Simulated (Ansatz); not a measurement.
# ClFHIn: two geometries relaxed

Method: RKS B3LYP/def2-mTZVP, in Ansatz 0.2.0.

### 1 The starting structure

Bond lengths: F1–In2 1.899 Å, In2–Cl3 2.592 Å, In2–H4 1.763 Å. Angles: F1–In2–Cl3 98.8°, F1–In2–H4 107.9°, Cl3–In2–H4 124.3°.

As a file:

```xyz
4

F    -1.4101   -0.0698    0.9743
In   -0.2014   -0.1303   -0.4897
Cl    1.7682   -1.3493    0.6735
H    -0.1012    1.4890   -1.1784
```

### 2 Relaxing end A

File input.yaml:

```yaml
crystal:
  periodic: [false, false, false]
  atoms:
    - { symbol: F, position_ang: [-1.4101, -0.0698, 0.9743] }
    - { symbol: In, position_ang: [-0.2014, -0.1303, -0.4897] }
    - { symbol: Cl, position_ang: [1.7682, -1.3493, 0.6735] }
    - { symbol: H, position_ang: [-0.1012, 1.489, -1.1784] }
basis:
  gaussian: { orbitals: def2-mTZVP }
hamiltonian:
  xc: b3lyp
relax:
  f_tol: 0.015
  max_steps: 40
```

On the command line:

```
ansatz run input.yaml --threads 1 --pin off --max-ram 2048MiB --backend cpu --events-out ev --progress --plain --runs-dir out
```

**Question.** How long does this run take on 1 thread of AMD EPYC (Zen 3), shared host, and how much memory does it need?

About 59 s, with a peak of 0.17 GiB.
